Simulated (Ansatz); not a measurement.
**One input on several machines: PBEsol with spin-orbit coupling, a 2×2×2 supercell of SrAl2 (Imma)**

Program: Ansatz 0.2.0. No other job shared the machine, and each run was timed once from launch to exit. Hardware: a node with four NVIDIA GB300 Max-Q cards and 144 Grace (Neoverse V2) cores; a node with four NVIDIA GB200 cards and 144 Grace (Neoverse V2) cores; a node with eight NVIDIA H100 80GB cards and 96 AMD EPYC 7R13 cores; an Intel Xeon 6975P-C node (Granite Rapids, 96 cores, 192 hardware threads, 360 GiB). Times and memory are rounded to two significant figures, and ratios are formed from the unrounded values. A row is a single run, so small differences between rows aren't established. System services beside the runs took up to 5 cores (rounded up). Runs with a thread on every core shared the cores with them. Precision is the program's default, which can work at lower precision in parts of a run. Card memory is the largest of readings taken every 0.4 s, so short peaks can be missed, and it isn't given for runs under about 3 s. It shows what a run took, which needn't be the least that it can run in: the program holds more work at once where threads and free memory allow.

Commands are shown without the flags for output files and display.

The PAW files were made with PBE. For this functional the program regenerates the frozen cores at set-up.

```
atoms                                                              : 48
valence electrons                                                  : 256
cell volume                                                        : 1204 Å³
cutoff                                                             : 500 eV
k mesh                                                             : 4×6×6
k points solved                                                    : 76
symmetry operations used (translations within a supercell counted) : 16
plane waves at Γ                                                   : 30641
dense FFT grid                                                     : 90×90×90
bands at the start                                                 : 352
spin                                                               : spin-orbit
first density                                                      : superposed atoms
```

Input used:

```yaml
crystal:
  lattice:
    - [-4.808014, 7.921860, 7.905308]
    - [4.808014, -7.921860, 7.905308]
    - [4.808014, 7.921860, -7.905308]
  atoms:
    - { symbol: Sr, position: [0.150165, 0.275164, 0.375000] }
    - { symbol: Sr, position: [0.349836, 0.224835, 0.125000] }
    - { symbol: Al, position: [0.135416, 0.419685, 0.215731] }
    # ... 44 more atoms, left out here ...
    - { symbol: Al, position: [0.953954, 0.919685, 0.534269] }
kpoints:
  mp_grid: { grid: [4, 6, 6] }
basis: { ecutwfc: 500 }
hamiltonian:
  xc: pbesol
magnetization: { noncollinear: true, spin_orbit: true }
scf:
  occupations: { method: methfessel_paxton, width: 0.2 }
  eigensolver: { kind: davidson }
```

The log of this input tells: mesh cuts symmetry 64→16. «mesh cuts symmetry a→b»: the program warns that the k mesh doesn't keep all a symmetry operations of the cell (for a supercell the count includes its translations). It used the b that carry the mesh onto itself, so fewer k points are equivalent than under the full symmetry.

| machine share | command | wall time | SCF clock | outside it | CPU time | SCF iterations | threads | the cards share | host memory (GiB) | fullest card (GiB) | remarks |
| --- | --- | --- | --- | --- | --- | --- | --- | --- | --- | --- | --- |
| 1 × GB200 | ansatz run input.yaml --backend cuda --devices 1 | 43 s | 41 s | 1.4 s | 18 min | 11 | 72 |  | 3.4 | 170 | card 171 of 185 GiB; slots 38→29 |
| 1 × GB300 | ansatz run input.yaml --backend cuda --devices 1 | 2.1 min | 2.1 min | 1.5 s | 64 min | 11 | 72 |  | 3.7 | 210 | card 215 of 278 GiB; closing search 32 s |
| 1 × H100 | ansatz run input.yaml --backend cuda --devices 1 | 58 s | 56 s | 2.0 s | 8.1 min | 11 | 48 |  | 2.4 | 69 | card 69 of 80 GiB; slots 38→8 |
| 4 × GB200 | ansatz run input.yaml --backend cuda --devices 4 | 16 s | 12 s | 4.3 s | 6.5 min | 11 | 4×36 | k points | 23 | 64 |  |
| 4 × GB300 | ansatz run input.yaml --backend cuda --devices 4 | 37 s | 32 s | 4.8 s | 19 min | 11 | 4×36 | k points | 23 | 74 | closing search 8.1 s |
| 96 threads, Xeon 6975P-C | ansatz run input.yaml --backend cpu | 7.1 min | 7.0 min | 3.5 s | 8.5 h | 11 | 96 |  | 250 |  | host 254 of 360 GiB; slots 76→49 |

The SCF clock is the program's own. It runs from the start of the first SCF loop to the final result and holds forces, stress, later SCFs and response steps. Outside it lie start-up, exit and the set-up ahead of the first loop, which depends on the cell and the method.

«slots a→b»: to fit the memory the program cut the eigensolver solves (one k point and spin each) that it holds at once from a to b, which trades time for memory. «closing search a s»: at the SCF's close the program searches for levels that the SCF missed, which took a s of the SCF clock (told where that is 15 % of it or more). «card a of b GiB» or «host a of b GiB»: the run took three quarters or more of a card's memory (or the program reckoned to fill 85 % of what was free), or 60 % or more of the host memory that it had. The program fits its work to the free memory, so such a run may be limited by memory even where its log doesn't say so. Rows whose remarks tell of memory aren't like for like with rows without. Of long logs only the start and the end were kept, so a limit that memory set in between can be missed. Threads written as a×b are a pools of b host workers, as the log lists them; the log's own count of threads can differ.

The machines don't compute alike at the default precision: the logs show emulated matrix products on GB200 and GB300, and some doubles held as pairs of floats on GB300.

The runs on cards also kept host threads busy (see the CPU time), so differences between cards can come from their hosts too.

Among these rows the slowest by wall time (96 threads, Xeon 6975P-C, see its remark on memory) takes 27 times as long as the fastest (4 × GB200). Up to 27 % of a wall time lies outside the SCF clock (4 × GB200), so the wall times show the speed at the clocked work only in part. On the SCF clock alone the slowest (96 threads, Xeon 6975P-C, see its remark on memory) takes 37 times as long as the fastest (4 × GB200).

The gap on the SCF clock between 4 × GB300 and 4 × GB200 (32 s against 12 s) lies mostly in the eigensolver (22 s against 9.5 s). Its cause wasn't traced.

Question: How long does the same input take on 8 × H100 (ansatz run input.yaml --backend cuda --devices 8)?

Answer: 20 s, in 11 SCF iterations, 1.3 times the time on 4 × GB200; peak host memory 25 GiB, 31 GiB on the fullest card. Of the wall time 9.8 s is on the SCF clock and 10 s outside. On the SCF clock alone it is 0.85 times that on 4 × GB200 (9.8 s against 12 s). The cards share k points, with 8 pools of 8 host workers by the log's list (its own count of threads can differ).
